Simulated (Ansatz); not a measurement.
This script for Ansatz's Python interface starts 6 runs on BH7OPSi2, SMILES [SiH3]O[B]P[SiH3]. What input does the engine get in each?

The script, `methods.py`:
```python
"""One geometry of BH7OPSi2, method by method."""

from pathlib import Path

import ansatz
from ase import Atoms
import numpy as np


def main() -> None:
    atoms = Atoms(["Si", "O", "B", "P", "Si", "H", "H", "H", "H", "H", "H", "H"], positions=[
        (1.8966, 0.8993, 0.1032),
        (1.5988, -0.0991, 1.4725),
        (0.1436, -0.1809, 1.5984),
        (-0.8335, -1.6549, 0.8178),
        (-2.0378, -0.3611, -0.5067),
        (1.4575, 0.2169, -1.1243),
        (3.3402, 1.1589, 0.0027),
        (1.1958, 2.1872, 0.2396),
        (0.1664, -1.9421, -0.1959),
        (-3.0041, 0.3988, 0.2999),
        (-2.7602, -1.1966, -1.4771),
        (-1.1634, 0.5736, -1.2301),
    ])
    mol = ansatz.Crystal.molecule_from_ase(atoms)

    base = (
        mol.calculation()
        .basis(gaussian="def2-SVP")
        .spin("collinear", total=1)
    )

    print("functional    E (Ha)        dipole (D)   HOMO (eV)  LUMO (eV)")
    for name in ["r2scan0", "pbe0", "r2scan", "hf", "lda", "cam_b3lyp"]:
        data = base.functional(name).forces().orbitals().run(threads=1, runs_dir="runs").report
        lines = Path(data["orbitals_path"]).read_text().splitlines()
        field_of = lambda key: [line.split("=")[1].strip() for line in lines if line.startswith(key)]
        orbitals = [(27.211386 * float(e), s, float(n)) for e, s, n in zip(field_of("Ene="), field_of("Spin="), field_of("Occup="))]
        homo = max(e for e, _, n in orbitals if n > 0.5)
        lumo = min(e for e, _, n in orbitals if n < 0.5)
        dipole = 4.803205 * np.linalg.norm(data["charge_distribution"]["dipole_moment_e_ang"])
        print(f"{name:10s} {data['free_energy_ev'] / 27.211386246:14.6f} {dipole:9.3f} {homo:11.3f} {lumo:10.3f}")


if __name__ == "__main__":
    main()
```

Run 1:
```yaml
crystal:
  periodic: [false, false, false]
  atoms:
    - { symbol: Si, position_ang: [1.8966, 0.8993, 0.1032] }
    - { symbol: O, position_ang: [1.5988, -0.0991, 1.4725] }
    - { symbol: B, position_ang: [0.1436, -0.1809, 1.5984] }
    - { symbol: P, position_ang: [-0.8335, -1.6549, 0.8178] }
    - { symbol: Si, position_ang: [-2.0378, -0.3611, -0.5067] }
    - { symbol: H, position_ang: [1.4575, 0.2169, -1.1243] }
    - { symbol: H, position_ang: [3.3402, 1.1589, 0.0027] }
    - { symbol: H, position_ang: [1.1958, 2.1872, 0.2396] }
    - { symbol: H, position_ang: [0.1664, -1.9421, -0.1959] }
    - { symbol: H, position_ang: [-3.0041, 0.3988, 0.2999] }
    - { symbol: H, position_ang: [-2.7602, -1.1966, -1.4771] }
    - { symbol: H, position_ang: [-1.1634, 0.5736, -1.2301] }
basis:
  gaussian:
    orbitals: def2-SVP
hamiltonian:
  xc: r2scan0
magnetization:
  spin_polarized: true
  initial_magnetization: 1.0
output:
  orbitals: {}
  forces: true
```

Run 2, against run 1:
```diff
-  xc: r2scan0
+  xc: pbe0
```

Run 3, against run 1:
```diff
-  xc: r2scan0
+  xc: r2scan
```

Run 4, against run 1:
```diff
-  xc: r2scan0
+  xc: hf
```

Run 5, against run 1:
```diff
-  xc: r2scan0
+  xc: lda
```

Run 6, against run 1:
```diff
-  xc: r2scan0
+  xc: cam_b3lyp
```

```console
$ python methods.py
functional    E (Ha)        dipole (D)   HOMO (eV)  LUMO (eV)
r2scan0      -1024.079268     1.672      -6.193     -1.813
pbe0         -1023.738829     1.676      -5.879     -1.902
r2scan       -1024.104119     1.636      -5.030     -2.629
hf           -1021.854428     1.664      -9.130      1.645
lda          -1019.767017     1.717      -4.550     -3.188
cam_b3lyp    -1024.198151     1.620      -7.104     -0.858
```

Reading the output:
- Total energies depend on the basis set; only differences at equal settings carry meaning.
- The geometry is a force-field or estimated start, not a minimum of this method, and the basis set is short of its limit. A lower total doesn't mark the better method: functionals have no common bound, and MP2 and coupled cluster aren't variational.
- The species is open-shell (spin multiplicity 2).
- Levels such as HOMO and LUMO are orbital energies: with these approximate functionals they aren't the ionisation energy and electron affinity, and their gap isn't the fundamental gap.
- Run time: 43 s on 1 thread of Intel(R) Xeon(R) 6975P-C (Granite Rapids), on a shared host, peak memory 0.55 GiB.

(Lines on the test bed's own set-up are left out of the output.)
